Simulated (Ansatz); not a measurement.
# C3H8AsB: up Jacob's ladder to CCSD(T)

The task here is to estimate one member of a computed series from the others.

Method: functionals in def2-TZVPP, the program's frozen cores in correlated methods; program: Ansatz 0.2.0, Gaussian basis.

Plan: PBE-D4, r2SCAN-D4, PBE0-D4, B3LYP-D4, ωB97X-V, ωB97M-V, B2PLYP; CCSD(T)/def2-TZVPP; MP2/def2-QZVPP; extrapolation to the limit.

## Structure used throughout

All runs share one geometry, relaxed beforehand with PBE0-D4 in a triple-zeta def2 set.

13 atoms, charge 0, spin multiplicity 1.

Atoms are counted from 1 here; the program's logs count them from 0.

Bond lengths: As1–C2 2.002 Å, As1–H6 1.525 Å, As1–H7 1.524 Å, C2–B3 1.522 Å, C2–H8 1.091 Å, C2–H9 1.090 Å, B3–C4 1.530 Å, B3–C5 1.530 Å, C4–C5 1.546 Å, C4–H10 1.086 Å, C4–H11 1.087 Å, C5–H12 1.087 Å, C5–H13 1.086 Å. Angles: C2–As1–H6 96.3°, C2–As1–H7 96.3°, H6–As1–H7 91.9°, As1–C2–B3 100.5°, As1–C2–H8 105.0°, As1–C2–H9 105.0°, B3–C2–H8 116.9°, B3–C2–H9 116.9°, H8–C2–H9 110.4°, C2–B3–C4 149.6°, C2–B3–C5 149.7°, C4–B3–C5 60.7°, B3–C4–C5 59.7°, B3–C4–H10 121.1°, B3–C4–H11 119.7°, C5–C4–H10 116.9°, C5–C4–H11 117.3°, H10–C4–H11 112.4° and more.

The first run:

Input file in.yaml:

```yaml
crystal:
  periodic: [false, false, false]
  atoms:
    - {symbol: As, position_ang: [-1.411918, 1.391038, 1.383750]}
    - {symbol: C, position_ang: [-1.193345, -0.542840, 0.914183]}
    - {symbol: B, position_ang: [-0.017953, -0.462737, -0.048862]}
    - {symbol: C, position_ang: [0.512337, -0.278454, -1.472130]}
    - {symbol: C, position_ang: [1.492803, -0.456964, -0.290790]}
    - {symbol: H, position_ang: [0.067772, 1.674745, 1.616605]}
    - {symbol: H, position_ang: [-1.339576, 1.918084, -0.044786]}
    - {symbol: H, position_ang: [-2.154966, -0.842074, 0.495859]}
    - {symbol: H, position_ang: [-1.018751, -1.046677, 1.865416]}
    - {symbol: H, position_ang: [0.496860, 0.694445, -1.954113]}
    - {symbol: H, position_ang: [0.437637, -1.095451, -2.185225]}
    - {symbol: H, position_ang: [2.048784, -1.389775, -0.242203]}
    - {symbol: H, position_ang: [2.100716, 0.401959, -0.023005]}
basis:
  gaussian: {orbitals: def2-TZVPP}
hamiltonian: {xc: pbe, dispersion: d4}
output: {forces: true, orbitals: {seedname: orbitals}}
```

Started as:

```sh
> ansatz run in.yaml --threads 2 --pin off --events-out ev --progress --plain --max-ram 22528MiB --backend cuda --devices 0, --max-vram 18GiB
```

Among the steps run: PBE-D4 (GGA); r2SCAN-D4 (meta-GGA); PBE0-D4 (hybrid); B3LYP-D4 (hybrid); ωB97X-V (range-separated); ωB97M-V (range-separated); B2PLYP (double hybrid); CCSD(T) in def2-TZVPP; MP2 in def2-QZVPP.

One of the session's tables, all rows but one given; the rest of the session is left out.

```
            method  atomisation energy (kJ/mol)
            PBE-D4                       4882.1
         r2SCAN-D4                       4805.5
           PBE0-D4                       4818.0
          B3LYP-D4                       4790.0
           ωB97X-V                            ?
           ωB97M-V                       4788.1
            B2PLYP                       4725.3
     HF/def2-TZVPP                       3520.4
    MP2/def2-TZVPP                       4693.7
   CCSD/def2-TZVPP                       4580.5
CCSD(T)/def2-TZVPP                       4647.0
           MP2/CBS                       4796.4
       CCSD(T)/CBS                       4749.7
```

**Question.** Estimate the row for ωB97X-V.

As computed: atomisation energy (kJ/mol): 4795.9. In the column «atomisation energy (kJ/mol)» it lies between B3LYP-D4 (4790.0) and MP2/CBS (4796.4).

Caveats from the session: Free atoms (1 As, 3 C, 1 B, 8 H) were run apart at each level; the atomisation energy is their sum less the molecule, without zero-point or spin-orbit terms.
